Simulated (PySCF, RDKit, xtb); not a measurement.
**Which structure has the formula CHFSn?, part 1 of 2**

Task: start from the formula CHFSn, draw up candidate structures, narrow them down in stages, and characterise the one that lies lowest at 298.15 K.

The funnel: GFN2-xTB relaxations, single points with a density functional, relaxations at PBE0-D4/def2-SVP, harmonic vibrations (at GFN2-xTB), and a last energy at a higher level. All values are calculated.

2 further runs of the same task are left out: 2 set aside as unsound or not needed.

### Step 1. Candidates

All bonding patterns within simple valence rules are listed by program: one Lewis structure each, at most two rings and one unusual centre or charged pair. O–O, O–halogen and N–halogen bonds and N–N–N chains are not drawn. That gives 5 candidates.

| label | SMILES | spin |
| --- | --- | --- |
| c282 | F[CH]=[Sn] | singlet |
| c283 | [C+]#[SnH-][F] | singlet |
| c467 | [CH]#[Sn][F] | singlet |
| c664 | F[C]#[SnH] | singlet |
| c853 | F[CH]=[Sn] | triplet |

Candidates are built by distance geometry, with a force field where one applies, in up to four conformers (letters a to d). 16 starts with atoms placed at random are added, to find patterns that the rules miss.

### Step 2. Cheap relaxation of all starts

All 22 starts are relaxed the same way. One of them, c231 (atoms placed at random), in full:

start.xyz reads:

```xyz
4
c231
C     -0.519770    -0.838890     1.247720
F      0.133180    -0.059410    -0.695510
Sn     1.412830     0.633540     0.403470
H      1.126860    -1.074160     0.459390
```

Command:

```console
$ xtb start.xyz --gfn 2 --opt
```

The log of the run (excerpt; [...] marks lines left out):

```text
* xtb version 6.7.1
[...]
          :  # basis functions                  19          :
[...]
          :  # electrons                        16          :
[...]
          :  Hamiltonian                  GFN2-xTB          :
[...]
          :  net charge                          0          :
          :  unpaired electrons                  0          :
[...]
   *** convergence criteria satisfied after 23 iterations ***
[...]
   *** GEOMETRY OPTIMIZATION CONVERGED AFTER 26 ITERATIONS ***
[...]
   *** convergence criteria satisfied after 3 iterations ***
[...]
         ::                     SUMMARY                     ::
         :::::::::::::::::::::::::::::::::::::::::::::::::::::
         :: total energy              -9.414880770053 Eh    ::
         :: gradient norm              0.000314549700 Eh/a0 ::
         :: HOMO-LUMO gap              1.351665500619 eV    ::
         ::.................................................::
         :: SCC energy                -9.449193875440 Eh    ::
         :: -> isotropic ES            0.013053765456 Eh    ::
         :: -> anisotropic ES          0.002547113735 Eh    ::
         :: -> anisotropic XC         -0.004432246255 Eh    ::
         :: -> dispersion             -0.001712963685 Eh    ::
         :: repulsion energy           0.034313105387 Eh    ::
         :: add. restraining           0.000000000000 Eh    ::
         :: total charge               0.000000000000 e     ::
         :::::::::::::::::::::::::::::::::::::::::::::::::::::
[...]
         8        2.0000           -0.3453865              -9.3984 (HOMO)
         9                         -0.2957137              -8.0468 (LUMO)
[...]
     #   Z          covCN         q      C6AA      α(0)
     1   6          2.598    -0.019    28.483     8.727
     2   9          0.789    -0.219    11.431     3.994
     3  50          0.897     0.175   511.407    49.644
     4   1          0.924     0.062     2.174     2.306
[...]
     #   Z sym  total        # sym  WBO       # sym  WBO       # sym  WBO
 ---------------------------------------------------------------------------
     1   6      3.800 --     3      1.912     2      0.962     4      0.926
     2   9      1.130 --     1      0.962     3      0.157
     3  50      2.128 --     1      1.912     2      0.157
     4   1      0.996 --     1      0.926
 ---------------------------------------------------------------------------
[...]
molecular dipole:
                 x           y           z       tot (Debye)
 q only:        0.822       0.415       0.620
   full:        1.230       0.912       0.836       4.434
molecular quadrupole (traceless):
[...]
          | TOTAL ENERGY               -9.414880770053 Eh   |
          | GRADIENT NORM               0.000314549700 Eh/α |
          | HOMO-LUMO GAP               1.351665500619 eV   |
           -------------------------------------------------
[...]
```

It took 0.07 s on 2 threads of Arm Neoverse V1, shared host.

### Step 3. What the search left

22 of the 22 relaxations converged; the search merged 17 into others by its test of bonds and energy. 5 distinct structures remain:

```csv
label,start,SMILES after,spin,energy (kcal/mol)
c282a,drawn and random,F[CH]=[Sn],singlet,0.0
c981,random,[CH]#[Sn][F],singlet,20.6
c467a,drawn,[CH][Sn][F] ‡,singlet,23.1
c853a,drawn,[F][CH][Sn] ‡,triplet,33.3
c283a,drawn,[C][SnH][F] ‡,singlet,78.2
```

‡ marks the bonded skeleton alone, with all bonds drawn single: no Lewis structure was assigned that passes a check against the bond lengths.

GFN2-xTB has no spin polarisation, so it can't rank spin states and is rough for open shells.

### Step 4. Second filter: single points

A choice of the minima (the low ones first, few conformers of a pattern, up to a cap) and the lowest that fell apart get a single point at r2SCAN-D4/def2-SVP on the tight-binding geometry, and one at HF/STO-3G for comparison. Some singlets are also tried as triplets at the same geometry (label ending in t). The first, c282a:

calc.py reads:

```python
from pyscf import gto, dft

molecule = gto.Mole()
molecule.atom = 'C -2.628939 -1.319826 0.235445; F -3.381730 -2.159865 1.011439; Sn -2.335630 0.698722 0.410479; H -2.174718 -1.934428 -0.548970'
molecule.spin = 0
molecule.ecp = {'Sn': 'def2-svp'}
molecule.max_memory = 3720
molecule.charge = 0
molecule.basis = 'def2-svp'
molecule.verbose = 3
molecule.build()

mf = dft.RKS(molecule, xc='r2scan')
mf = mf.density_fit(auxbasis='def2-universal-jkfit')
mf.grids.level = 3
mf.max_cycle = 100
mf.conv_tol = 1e-09
mf.disp = 'd4'
mf.kernel()
if not mf.converged:
    mf = mf.newton().run(mf.mo_coeff, mf.mo_occ)

e_tot = mf.e_tot
print('Final energy', e_tot)
```

Command:

```console
$ OMP_NUM_THREADS=2 python calc.py
```

The log of the run:

```text
converged SCF energy = -352.663947714147
Final energy -352.66394771414684
```

It took 4.5 s on 2 threads of Arm Neoverse V1, shared host; peak memory 0.28 GiB.

Relative energies in kcal/mol, each column from its lowest structure that stays in one piece:

```csv
label,SMILES,spin,GFN2-xTB,HF/STO-3G,r2SCAN-D4/def2-SVP
c282a,F[CH]=[Sn],singlet,0.0,15.1,0.0
c853a,[F][CH][Sn] ‡,triplet,33.3,0.0,5.3
c981t,[CH]#[Sn][F],triplet,–,–,33.9
c981,[CH]#[Sn][F],singlet,20.6,97.7,36.3
c467a,[CH][Sn][F] ‡,singlet,23.1,69.1,40.9
```

‡ marks the bonded skeleton alone, with all bonds drawn single: no Lewis structure was assigned that passes a check against the bond lengths.

### Step 5. Relaxing the best candidates

3 candidates are relaxed at PBE0-D4/def2-SVP (chosen among the lowest in one piece, with other spins of them). The first, c282a:

calc.py reads:

```python
# F[CH]=[Sn]
from pyscf import gto, dft
from pyscf.geomopt.geometric_solver import kernel as optimise

mol = gto.M(
    atom=[
    ('C', (-2.628939, -1.319826, 0.235445)),
    ('F', (-3.381730, -2.159865, 1.011439)),
    ('Sn', (-2.335630, 0.698722, 0.410479)),
    ('H', (-2.174718, -1.934428, -0.548970)),
],
    charge=0,
    max_memory=3720,
    basis='def2-svp',
    spin=0,
    verbose=3,
    ecp={'Sn': 'def2-svp'},
)

myscf = dft.RKS(mol)
myscf.xc = 'pbe0'
myscf = myscf.density_fit(auxbasis='def2-universal-jkfit')
myscf.disp = 'd4'
myscf.max_cycle = 100
myscf.conv_tol = 1e-09
myscf.grids.level = 3
converged, mol_eq = optimise(myscf, maxsteps=120, convergence_set='GAU')
print('converged:', converged)
print(mol_eq.tostring())

myscf.reset(mol_eq)
mol = mol_eq
myscf.kernel()
if not myscf.converged:
    myscf = myscf.newton().run(myscf.mo_coeff, myscf.mo_occ)
etot = myscf.e_tot
print('Final energy', etot)
```

Command:

```console
$ OMP_NUM_THREADS=2 python calc.py
```

The log of the run:

```text
#|     Arguments passed to driver run_optimizer():      |#
convergence_set           GAU
maxiter                   120
----------------------------------------------------------
Custom engine selected.
Bonds will be generated from interatomic distances less than 1.20 times sum of covalent radii
12 internal coordinates being used (instead of 12 Cartesians)
Internal coordinate system (atoms numbered from 1):
Distance 1-2
Distance 1-3
Distance 1-4
Angle 2-1-4
Angle 3-1-4
Out-of-Plane 1-2-3-4
Translation-X 1-4
Translation-Y 1-4
Translation-Z 1-4
Rotation-A 1-4
Rotation-B 1-4
Rotation-C 1-4
> ===== Optimization Info: ====
> Job type: Energy minimization
> Maximum number of optimization cycles: 120
> Initial / maximum trust radius (Angstrom): 0.100 / 0.300
> Convergence Criteria:
> Will converge when all 5 criteria are reached:
>  |Delta-E| < 1.00e-06
>  RMS-Grad  < 3.00e-04
>  Max-Grad  < 4.50e-04
>  RMS-Disp  < 1.20e-03
>  Max-Disp  < 1.80e-03
> === End Optimization Info ===

Geometry optimization cycle 1
Cartesian coordinates (Angstrom)
 Atom        New coordinates             dX        dY        dZ
   C  -2.628939  -1.319826   0.235445    0.000000  0.000000  0.000000
   F  -3.381730  -2.159865   1.011439    0.000000  0.000000  0.000000
  Sn  -2.335630   0.698722   0.410479    0.000000  0.000000  0.000000
   H  -2.174718  -1.934428  -0.548970    0.000000  0.000000  0.000000

WARN: Mole.unit (angstrom) is changed to Bohr

converged SCF energy = -352.515629195761
--------------- DFRKS_Scanner gradients ---------------
         x                y                z
0 C     0.0137575011     0.0139602586    -0.0145953660
1 F    -0.0087804816    -0.0162336115     0.0073931306
2 Sn     0.0007685365     0.0035873420    -0.0000071968
3 H    -0.0056834864    -0.0014954002     0.0072308307
----------------------------------------------
cycle 1: E = -352.515629196  dE = -352.516  norm(grad) = 0.0330568
Step    0 : Gradient = 1.653e-02/2.444e-02 (rms/max) Energy = -352.5156291958
Hessian Eigenvalues: 4.50000e-02 5.00000e-02 5.00000e-02 ... 1.60000e-01 3.42239e-01 5.11435e-01

Geometry optimization cycle 2
Cartesian coordinates (Angstrom)
 Atom        New coordinates             dX        dY        dZ
   C  -2.619558  -1.340589   0.216212    0.009381 -0.020763 -0.019233
   F  -3.388274  -2.086258   1.037339   -0.006544  0.073607  0.025900
  Sn  -2.363249   0.663727   0.437314   -0.027619 -0.034995  0.026835
   H  -2.152564  -1.944597  -0.583378    0.022154 -0.010169 -0.034408
converged SCF energy = -352.516370937934
--------------- DFRKS_Scanner gradients ---------------
         x                y                z
0 C     0.0040206666     0.0024645665    -0.0045778435
1 F    -0.0041611330     0.0000889014     0.0056936703
2 Sn    -0.0013092286    -0.0037278114     0.0006873690
3 H     0.0014146016     0.0012197479    -0.0016066288
----------------------------------------------
cycle 2: E = -352.516370938  dE = -0.000741742  norm(grad) = 0.010728
Step    1 : Displace = 5.357e-02/7.507e-02 (rms/max) Trust = 1.000e-01 (=) Grad = 5.364e-03/7.053e-03 (rms/max) E (change) = -352.5163709379 (-7.417e-04) Quality = 0.621
Hessian Eigenvalues: 4.50017e-02 4.99801e-02 5.00000e-02 ... 2.76316e-01 3.41517e-01 4.23414e-01

Geometry optimization cycle 3
Cartesian coordinates (Angstrom)
 Atom        New coordinates             dX        dY        dZ
   C  -2.630308  -1.334722   0.229714   -0.010751  0.005868  0.013502
   F  -3.383280  -2.116123   1.020178    0.004993 -0.029865 -0.017161
  Sn  -2.349108   0.678061   0.422374    0.014142  0.014334 -0.014941
   H  -2.160239  -1.935263  -0.570902   -0.007675  0.009334  0.012477
converged SCF energy = -352.516711479781
--------------- DFRKS_Scanner gradients ---------------
         x                y                z
0 C     0.0017901539     0.0021649177    -0.0018593197
1 F    -0.0009730226    -0.0010068772     0.0012177278
2 Sn    -0.0004325825    -0.0001507645     0.0005662545
3 H    -0.0003919465    -0.0011221320     0.0002336621
----------------------------------------------
cycle 3: E = -352.51671148  dE = -0.000340542  norm(grad) = 0.00409755
Step    2 : Displace = 2.480e-02/3.293e-02 (rms/max) Trust = 1.000e-01 (=) Grad = 2.049e-03/3.369e-03 (rms/max) E (change) = -352.5167114798 (-3.405e-04) Quality = 1.161
Hessian Eigenvalues: 4.50192e-02 4.98175e-02 4.99999e-02 ... 2.85441e-01 3.42426e-01 4.01518e-01

Geometry optimization cycle 4
Cartesian coordinates (Angstrom)
 Atom        New coordinates             dX        dY        dZ
   C  -2.635217  -1.333510   0.236160   -0.004909  0.001212  0.006446
   F  -3.384462  -2.124979   1.013575   -0.001182 -0.008856 -0.006603
  Sn  -2.342319   0.679803   0.412815    0.006789  0.001743 -0.009558
   H  -2.160624  -1.923222  -0.569792   -0.000385  0.012041  0.001110
converged SCF energy = -352.516761968965
--------------- DFRKS_Scanner gradients ---------------
         x                y                z
0 C     0.0006352744     0.0006872572    -0.0004034124
1 F     0.0002212873    -0.0002221788    -0.0002994090
2 Sn    -0.0002319517     0.0002724490     0.0003338441
3 H    -0.0006249292    -0.0008900612     0.0004837517
----------------------------------------------
cycle 4: E = -352.516761969  dE = -5.04892e-05  norm(grad) = 0.0016979
Step    3 : Displace = 1.055e-02/1.092e-02 (rms/max) Trust = 1.414e-01 (+) Grad = 8.489e-04/1.190e-03 (rms/max) E (change) = -352.5167619690 (-5.049e-05) Quality = 1.419
Hessian Eigenvalues: 4.22439e-02 4.69567e-02 5.00000e-02 ... 3.06840e-01 3.44931e-01 4.75649e-01

Geometry optimization cycle 5
Cartesian coordinates (Angstrom)
 Atom        New coordinates             dX        dY        dZ
   C  -2.643770  -1.330711   0.239235   -0.008553  0.002799  0.003075
   F  -3.387180  -2.131301   1.009426   -0.002718 -0.006322 -0.004149
  Sn  -2.333519   0.680596   0.402067    0.008800  0.000793 -0.010748
   H  -2.157934  -1.907498  -0.569976    0.002690  0.015724 -0.000184
converged SCF energy = -352.516787558906
--------------- DFRKS_Scanner gradients ---------------
         x                y                z
0 C    -0.0004527760    -0.0003476295    -0.0000085624
1 F     0.0005775444     0.0001062639    -0.0004044123
2 Sn     0.0000674226     0.0003105512     0.0001365460
3 H    -0.0001707959    -0.0002388418     0.0003582164
----------------------------------------------
cycle 5: E = -352.516787559  dE = -2.55899e-05  norm(grad) = 0.00108097
Step    4 : Displace = 1.134e-02/1.324e-02 (rms/max) Trust = 2.000e-01 (+) Grad = 5.405e-04/7.130e-04 (rms/max) E (change) = -352.5167875589 (-2.559e-05) Quality = 1.134
Hessian Eigenvalues: 3.25695e-02 4.99859e-02 5.00000e-02 ... 3.01348e-01 3.44049e-01 4.68245e-01

Geometry optimization cycle 6
Cartesian coordinates (Angstrom)
 Atom        New coordinates             dX        dY        dZ
   C  -2.641837  -1.329107   0.242452    0.001933  0.001605  0.003217
   F  -3.391374  -2.129716   1.007035   -0.004194  0.001584 -0.002391
  Sn  -2.331287   0.681597   0.396942    0.002232  0.001001 -0.005125
   H  -2.158810  -1.900959  -0.572421   -0.000876  0.006539 -0.002445
converged SCF energy = -352.516789551785
--------------- DFRKS_Scanner gradients ---------------
         x                y                z
0 C     0.0001980408    -0.0002877956     0.0003808596
1 F     0.0000163383     0.0000190887    -0.0001723293
2 Sn    -0.0000765970     0.0000125819    -0.0000730040
3 H    -0.0001410643     0.0000811078    -0.0000725322
----------------------------------------------
cycle 6: E = -352.516789552  dE = -1.99288e-06  norm(grad) = 0.000583543
Step    5 : Displace = 4.354e-03/5.504e-03 (rms/max) Trust = 2.828e-01 (+) Grad = 2.918e-04/5.168e-04 (rms/max) E (change) = -352.5167895518 (-1.993e-06) Quality = 0.399
Hessian Eigenvalues: 2.88880e-02 4.97776e-02 4.99942e-02 ... 2.89091e-01 3.41219e-01 4.29507e-01

Geometry optimization cycle 7
Cartesian coordinates (Angstrom)
 Atom        New coordinates             dX        dY        dZ
   C  -2.643585  -1.327122   0.239865   -0.001748  0.001984 -0.002586
   F  -3.391515  -2.126858   1.007451   -0.000140  0.002858  0.000416
  Sn  -2.330181   0.682695   0.396853    0.001106  0.001098 -0.000089
   H  -2.158150  -1.900851  -0.572345    0.000660  0.000108  0.000076
converged SCF energy = -352.516791139024
--------------- DFRKS_Scanner gradients ---------------
         x                y                z
0 C    -0.0000121898    -0.0000322939     0.0000739420
1 F     0.0000257386    -0.0000653033     0.0000476120
2 Sn    -0.0000283180    -0.0001059892    -0.0000033110
3 H     0.0000183852     0.0000314991    -0.0000446031
----------------------------------------------
cycle 7: E = -352.516791139  dE = -1.58724e-06  norm(grad) = 0.000170936
Step    6 : Displace = 1.694e-03/2.690e-03 (rms/max) Trust = 2.828e-01 (=) Grad = 8.547e-05/1.098e-04 (rms/max) E (change) = -352.5167911390 (-1.587e-06) Quality = 0.810
Hessian Eigenvalues: 2.30228e-02 4.72905e-02 4.99991e-02 ... 2.92507e-01 3.42273e-01 4.37220e-01

Geometry optimization cycle 8
Cartesian coordinates (Angstrom)
 Atom        New coordinates             dX        dY        dZ
   C  -2.644259  -1.323742   0.237582   -0.000674  0.003380 -0.002284
   F  -3.393106  -2.121576   1.006530   -0.001592  0.005282 -0.000921
  Sn  -2.328090   0.685718   0.395136    0.002091  0.003023 -0.001716
   H  -2.158327  -1.899352  -0.573037   -0.000177  0.001498 -0.000692
converged SCF energy = -352.516791074093
--------------- DFRKS_Scanner gradients ---------------
         x                y                z
0 C    -0.0000778203    -0.0000012010    -0.0000577580
1 F     0.0000011952    -0.0000951713     0.0001525309
2 Sn    -0.0000073362    -0.0000832012     0.0000328773
3 H     0.0000834992     0.0000103325    -0.0000477265
----------------------------------------------
cycle 8: E = -352.516791074  dE = 6.49306e-08  norm(grad) = 0.000243171
Step    7 : Displace = 8.006e-04/1.050e-03 (rms/max) Trust = 3.000e-01 (+) Grad = 1.216e-04/1.798e-04 (rms/max) E (change) = -352.5167910741 (+6.493e-08) Quality = -0.069
Hessian Eigenvalues: 2.30228e-02 4.72905e-02 4.99991e-02 ... 2.92507e-01 3.42273e-01 4.37220e-01
Converged! =D

converged: True
C          -2.64425916       -1.32374199        0.23758175
F          -3.39310621       -2.12157612        1.00652955
Sn         -2.32808991        0.68571802        0.39513650
H          -2.15832705       -1.89935216       -0.57303712
converged SCF energy = -352.516791074106
Final energy -352.5167910741061
```

Wall time 19 s (2 threads of Arm Neoverse V1, shared host); peak memory 0.55 GiB.

Energy change by step (eV): 0.0000, -0.0202, -0.0295, -0.0308, -0.0315, -0.0316, -0.0316, -0.0316.

After the run. Bond lengths: C1–F2 1.337 Å, C1–Sn3 2.040 Å, C1–H4 1.107 Å. Angles: F2–C1–Sn3 129.0°, F2–C1–H4 110.9°, Sn3–C1–H4 120.1°.

### Step 6. Ranking at PBE0-D4/def2-SVP

| label | spin | r2SCAN-D4/def2-SVP (kcal/mol) | PBE0-D4/def2-SVP, relaxed (kcal/mol) | time |
| --- | --- | --- | --- | --- |
| c282a | singlet | 0.0 | 0.0 | 19 s |
| c853a | triplet | 5.3 | 6.5 | 29 s |
| c981t | triplet | 33.9 | 13.6 | 63 s |

c282a: Bond lengths: C1–F2 1.337 Å, C1–Sn3 2.040 Å, C1–H4 1.107 Å. Angles: F2–C1–Sn3 129.0°, F2–C1–H4 110.9°, Sn3–C1–H4 120.1°.

c853a: Bond lengths: C1–F2 1.325 Å, C1–Sn3 2.171 Å, C1–H4 1.106 Å. Angles: F2–C1–Sn3 123.5°, F2–C1–H4 109.5°, Sn3–C1–H4 127.0°.

c981t: Bond lengths: C1–Sn3 2.143 Å, F2–Sn3 1.962 Å, C1–H4 1.100 Å. Angles: C1–Sn3–F2 95.4°, Sn3–C1–H4 155.3°.

### Step 7. Are they minima? Harmonic frequencies

The lowest few go on as finalists. In this search the thermal terms come from GFN2-xTB at its own nearest minimum. The first, c282a:

start.xyz reads:

```xyz
4
c282a
C     -2.644259    -1.323742     0.237582
F     -3.393106    -2.121576     1.006530
Sn    -2.328090     0.685718     0.395136
H     -2.158327    -1.899352    -0.573037
```

Command:

```console
$ xtb start.xyz --gfn 2 --ohess tight
```

The log of the run (excerpt; [...] marks lines left out):

```text
* xtb version 6.7.1
[...]
          :  # basis functions                  19          :
[...]
          :  # electrons                        16          :
[...]
          :  Hamiltonian                  GFN2-xTB          :
[...]
          :  net charge                          0          :
          :  unpaired electrons                  0          :
[...]
   *** convergence criteria satisfied after 14 iterations ***
[...]
   *** GEOMETRY OPTIMIZATION CONVERGED AFTER 8 ITERATIONS ***
[...]
   *** convergence criteria satisfied after 3 iterations ***
[...]
         ::                     SUMMARY                     ::
         :::::::::::::::::::::::::::::::::::::::::::::::::::::
         :: total energy              -9.414881015969 Eh    ::
         :: gradient norm              0.000025642865 Eh/a0 ::
         :: HOMO-LUMO gap              1.351445521734 eV    ::
         ::.................................................::
         :: SCC energy                -9.449235392946 Eh    ::
         :: -> isotropic ES            0.013067070894 Eh    ::
         :: -> anisotropic ES          0.002536852348 Eh    ::
         :: -> anisotropic XC         -0.004432097475 Eh    ::
         :: -> dispersion             -0.001712961171 Eh    ::
         :: repulsion energy           0.034354376976 Eh    ::
         :: add. restraining           0.000000000000 Eh    ::
         :: total charge               0.000000000000 e     ::
         :::::::::::::::::::::::::::::::::::::::::::::::::::::
[...]
         8        2.0000           -0.3453898              -9.3985 (HOMO)
         9                         -0.2957253              -8.0471 (LUMO)
[...]
     #   Z          covCN         q      C6AA      α(0)
     1   6          2.598    -0.019    28.485     8.728
     2   9          0.789    -0.219    11.432     3.994
     3  50          0.897     0.176   511.395    49.644
     4   1          0.924     0.062     2.173     2.305
[...]
molecular dipole:
                 x           y           z       tot (Debye)
 q only:        0.469       0.942      -0.354
   full:        0.591       1.608      -0.325       4.432
molecular quadrupole (traceless):
[...]
          | TOTAL ENERGY               -9.414881015960 Eh   |
          | TOTAL ENTHALPY             -9.395477437749 Eh   |
          | TOTAL FREE ENERGY          -9.428076685690 Eh   |
          | GRADIENT NORM               0.000025713208 Eh/α |
[...]
```

Run time: 0.055 s. Hardware: 2 threads of Arm Neoverse V1, shared host.

### Step 8. Zero-point energy and free-energy terms

As xtb prints them, at 298.15 K, with its own treatment of low modes:

| label | SMILES | spin | lowest mode (cm⁻¹) | zero-point (kcal/mol) | G − E (kcal/mol) |
| --- | --- | --- | --- | --- | --- |
| c282a | F[CH]=[Sn] | singlet | 171 | 9.1 | -8.3 |
| c853a | [F][CH][Sn] ‡ | triplet | 207 | 9.1 | -8.4 |
| c981t | [CH][Sn][F] ‡ | triplet | 108 | 6.2 | -12.3 |

‡ marks the bonded skeleton alone, with all bonds drawn single: no Lewis structure was assigned that passes a check against the bond lengths.

(Continued in part 2 of 2.)
